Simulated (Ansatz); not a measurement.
# BBrFH3O2: the cost of one run

Program: Ansatz 0.2.0, Gaussian basis. Level of theory: PBE0-D4, def2-SVP first, then def2-TZVP. These are calculated values, not measurements.

152 further runs of the same task are left out: 152 set aside as unsound or not needed. Runs told in other sessions of the task aren't counted.

## 1. The system as given

The guess: 8 atoms, charge 0, spin multiplicity 1.

Atoms are counted from 1 here; the program's logs count them from 0.

Bond lengths: B1–O3 1.323 Å, B1–O4 1.321 Å, B1–Br6 2.220 Å, O3–H7 0.954 Å, O4–H8 0.955 Å, H5–Br6 1.608 Å. Angles: O3–B1–O4 129.1°, O3–B1–Br6 106.4°, O4–B1–Br6 115.6°, B1–O3–H7 119.6°, B1–O4–H8 122.3°, B1–Br6–H5 62.4°.

Coordinates:

```mol
BBrFH3O2
  3D, bonds by distance, orders not assigned

  8  6  0  0  0  0  0  0  0  0999 V2000
   -0.1936   -0.0844   -0.2593 B   0  0
    1.3751    0.4593    0.5129 F   0  0
   -0.4937    0.7945   -1.2019 O   0  0
   -0.1445   -1.4022   -0.3339 O   0  0
    0.5930    0.8633    1.3816 H   0  0
   -0.9892    0.7389    1.6428 Br  0  0
   -0.3454    0.5719   -2.1179 H   0  0
    0.1983   -1.9412    0.3756 H   0  0
  1  3  8  0
  1  4  8  0
  1  6  8  0
  3  7  8  0
  4  8  8  0
  5  6  8  0
M  END
```

Distances that are to change: B1–Br6 2.22 Å, F2–H5 1.24 Å, B1–F2 1.83 Å, H5–Br6 1.61 Å.

## 2. Relaxing the guess with the reacting distances held

The input, hold/in.yaml:

```yaml
crystal:
  periodic: [false, false, false]
  atoms:
    - {symbol: B, position_ang: [-0.193600, -0.084400, -0.259300]}
    - {symbol: F, position_ang: [1.375100, 0.459300, 0.512900]}
    - {symbol: O, position_ang: [-0.493700, 0.794500, -1.201900]}
    - {symbol: O, position_ang: [-0.144500, -1.402200, -0.333900]}
    - {symbol: H, position_ang: [0.593000, 0.863300, 1.381600]}
    - {symbol: Br, position_ang: [-0.989200, 0.738900, 1.642800]}
    - {symbol: H, position_ang: [-0.345400, 0.571900, -2.117900]}
    - {symbol: H, position_ang: [0.198300, -1.941200, 0.375600]}
basis:
  gaussian: {orbitals: def2-SVP}
hamiltonian: {xc: pbe0, dispersion: d4}
relax: {f_tol: 0.04, max_steps: 150, escape_saddle: false, constraints: [{distance: [0, 5]}, {distance: [1, 4]}, {distance: [0, 1]}, {distance: [4, 5]}]}
```

The run is started by

```sh
$ ansatz run in.yaml --threads 8 --pin off --events-out ev --progress --plain --max-ram 19148MiB
```

**Question.** How long does this run take on 8 threads of Arm Neoverse V1, shared host?

About 8.5 s.
